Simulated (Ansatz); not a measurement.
# MoS2: the cost of one run

Method: DFT LDA, scalar-relativistic, plane waves, PAW, and further levels as typed in the inputs, in Ansatz 0.2.0.

## (1) The starting structure

It takes space group P-3m1 (No. 164, trigonal). Conventional cell: a = 3.192 Å, b = 3.192 Å, c = 27.277 Å, α = 90.00°, β = 90.00°, γ = 120.00°. S (site symmetry 3m) is surrounded by 3 Mo at 2.42 Å. Around Mo (site symmetry 3m) lie 6 S at 2.42 Å.

Structure file:

```xyz
6
Lattice="3.1916 0.0000 0.0000 -1.5958 2.7640 0.0000 0.0000 0.0000 27.2770" Properties=species:S:1:pos:R:3 pbc="T T T"
S     1.5958    0.9213    9.0000
Mo    0.0000    1.8427   10.5650
S     1.5958    0.9213   12.1300
S     0.0000    1.8427   15.1470
Mo    1.5958    0.9213   16.7120
S     0.0000    1.8427   18.2770
```

## (2) Relaxing the atoms: Mo2S4 sheet, no spin

The input, input.yaml:

```yaml
crystal:
  lattice:
    - [3.1916, 0.0, 0.0]
    - [-1.5958, 2.7640066787, 0.0]
    - [0.0, 0.0, 27.277]
  atoms:
    - { symbol: S, position: [0.6666666667, 0.3333333333, 0.3299483081] }
    - { symbol: Mo, position: [0.3333333333, 0.6666666667, 0.3873226528] }
    - { symbol: S, position: [0.6666666667, 0.3333333333, 0.4446969975] }
    - { symbol: S, position: [0.3333333333, 0.6666666667, 0.5553030025] }
    - { symbol: Mo, position: [0.6666666667, 0.3333333333, 0.6126773472] }
    - { symbol: S, position: [0.3333333333, 0.6666666667, 0.6700516919] }
  periodic: [true, true, false]
scf:
  occupations: { method: gaussian, width: 0.02 }
  n_extra_bands: 6
output:
  forces: true
  stress: false
  write_density: true
  write_potential: true
  elf: true
  volumetric_format: npy
kpoints:
  mp_grid: { grid: [12, 12, 1] }
hamiltonian:
  xc: lda
relax:
  f_tol: 0.004
  max_steps: 100
```

The run is started by

```console
$ ansatz run input.yaml --threads 8 --pin off --max-ram 24576MiB --backend cpu --events-out ev --progress --plain --runs-dir out
```

What time and memory should one allow on 8 threads of Intel Xeon Platinum 8488C (Sapphire Rapids), shared host?

About 11 s, with a peak of 1 GiB.
